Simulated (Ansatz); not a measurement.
# NaZr3Sc: the cost of one run

Method: DFT PBE, scalar-relativistic, plane waves, PAW, in Ansatz 0.2.0.

## (1) The system as given

The structure is cubic, space group Pm-3m (No. 221). The conventional cell has a = 4.171 Å, b = 4.171 Å, c = 4.171 Å, α = 90.00°, β = 90.00°, γ = 90.00°. Na (site symmetry m-3m) has 12 Zr at 2.95 Å as nearest neighbours. Zr (site symmetry 4/mmm) has 2 Sc at 2.09 Å as nearest neighbours. Around Sc (site symmetry m-3m) lie 6 Zr at 2.09 Å.

As a file:

```
CELL_PARAMETERS angstrom
4.17149 0.00000 0.00000
0.00000 4.17149 0.00000
0.00000 0.00000 4.17149
ATOMIC_POSITIONS crystal
Na 0.50000 0.50000 0.50000
Zr 0.50000 0.00000 0.00000
Zr 0.00000 0.50000 0.00000
Zr 0.00000 0.00000 0.50000
Sc 0.00000 0.00000 0.00000
```

The cell is invented: species swapped into a database cell of KTaO3 (Pm-3m, No. 221), with Na on the K sites, Sc on the Ta sites and Zr on the O sites. The dimensions are guesses.

## (2) A first look at the guess

Contents of input.yaml:

```yaml
crystal:
  lattice:
    - [4.17149201, 0.0, 0.0]
    - [0.0, 4.17149201, 0.0]
    - [0.0, 0.0, 4.17149201]
  atoms:
    - { symbol: Na, position: [0.5, 0.5, 0.5] }
    - { symbol: Zr, position: [0.5, 0.0, 0.0] }
    - { symbol: Zr, position: [0.0, 0.5, 0.0] }
    - { symbol: Zr, position: [0.0, 0.0, 0.5] }
    - { symbol: Sc, position: [0.0, 0.0, 0.0] }
basis:
  ecutwfc: 420
kpoints:
  mp_grid: { grid: [4, 4, 4] }
hamiltonian:
  xc: pbe
scf:
  occupations: { method: gaussian, width: 0.1 }
  lower_state_search: "off"
output:
  forces: true
  stress: true
  eigenvalues: true
```

Run with:

```console
$ ansatz run input.yaml --threads 1 --pin off --max-ram 2560MiB --backend cpu --events-out ev --progress --plain --runs-dir out
```

What time and memory should one allow on 1 thread of Intel Xeon 6975P-C (Granite Rapids), shared host?

About 1.1 s, with a peak of 0.41 GiB.
